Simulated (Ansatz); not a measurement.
# Ga2O3: the cost of one run

Program: Ansatz 0.2.0. Level of theory: DFT PBE, scalar-relativistic, plane waves, PAW. These are calculated values, not measurements.

3 further runs of the same task are left out: 3 set aside as unsound or not needed. Runs told in other sessions of the task aren't counted.

### 1 The system as given

It takes space group R-3c (No. 167, trigonal). Conventional cell: a = 5.057 Å, b = 5.057 Å, c = 13.623 Å, α = 90.00°, β = 90.00°, γ = 120.00°. Ga (site symmetry 3) is surrounded by 6 O at 1.95 to 2.11 Å. O (site symmetry 2) has 4 Ga at 1.95 to 2.11 Å in its first shell of neighbours.

Structure file:

```
Ga O
1.0
    -2.52872   -4.37988    0.00000
     2.52872   -4.37988    0.00000
     0.00000    2.91992    9.08207
Ga O
8 12
Cartesian
  0.0000 0.0000 4.8480
  0.0000 -5.8398 0.3070
  0.0000 0.0000 1.9635
  0.0000 -2.9199 6.5046
  0.0000 0.0000 8.7751
  0.0000 -5.8398 4.2340
  0.0000 -2.9199 2.5775
  0.0000 -5.8398 7.1186
  1.5333 -2.9199 7.9468
  -0.9954 -4.3799 3.4058
  -0.7666 -1.5921 7.9468
  1.7621 -3.0520 3.4058
  -0.7666 -4.2478 7.9468
  -0.7666 -1.3279 3.4058
  0.9954 -1.4600 5.6763
  -1.5333 -2.9199 1.1353
  -1.7621 -2.7878 5.6763
  0.7666 -4.2478 1.1353
  0.7666 -4.5120 5.6763
  0.7666 -1.5921 1.1353
```

It is built from the cell relaxed beforehand with the same method (10.06 Å³/atom).

### 2 The undisturbed cell

The input, input.yaml:

```yaml
crystal:
  lattice:
    - [-2.5287245561, -4.3798794094, 0.0]
    - [2.5287245561, -4.3798794094, 0.0]
    - [0.0, 2.9199196063, 9.0820704322]
  atoms:
    - { symbol: Ga, position: [0.1779343768, 0.1779343768, 0.5338031304] }
    - { symbol: Ga, position: [0.6779343768, 0.6779343768, 0.0338031304] }
    - { symbol: Ga, position: [0.0720656232, 0.0720656232, 0.2161968696] }
    - { symbol: Ga, position: [0.5720656232, 0.5720656232, 0.7161968696] }
    - { symbol: Ga, position: [0.3220656232, 0.3220656232, 0.9661968696] }
    - { symbol: Ga, position: [0.8220656232, 0.8220656232, 0.4661968696] }
    - { symbol: Ga, position: [0.4279343768, 0.4279343768, 0.2838031304] }
    - { symbol: Ga, position: [0.9279343768, 0.9279343768, 0.7838031304] }
    - { symbol: O, position: [0.3218266666, 0.9281733334, 0.875] }
    - { symbol: O, position: [0.8218266666, 0.4281733334, 0.375] }
    - { symbol: O, position: [0.625, 0.3218266666, 0.875] }
    - { symbol: O, position: [0.125, 0.8218266666, 0.375] }
    - { symbol: O, position: [0.9281733334, 0.625, 0.875] }
    - { symbol: O, position: [0.4281733334, 0.125, 0.375] }
    - { symbol: O, position: [0.1781733334, 0.5718266666, 0.625] }
    - { symbol: O, position: [0.6781733334, 0.0718266666, 0.125] }
    - { symbol: O, position: [0.875, 0.1781733334, 0.625] }
    - { symbol: O, position: [0.375, 0.6781733334, 0.125] }
    - { symbol: O, position: [0.5718266666, 0.875, 0.625] }
    - { symbol: O, position: [0.0718266666, 0.375, 0.125] }
basis:
  ecutwfc: 420
kpoints:
  mp_grid: { grid: [6, 6, 3] }
hamiltonian:
  xc: pbe
scf:
  occupations: { method: gaussian, width: 0.05 }
output:
  forces: true
  stress: true
  eigenvalues: true
```

The run is started by

```sh
$ ansatz run input.yaml --threads 2 --pin off --max-ram 5120MiB --backend cpu --events-out ev --progress --plain --runs-dir out
```

Q: Estimate wall time and peak memory on 2 threads of Intel Xeon Platinum 8375C at 2.90GHz (Ice Lake), shared host.

About 14 s, with a peak of 0.95 GiB.
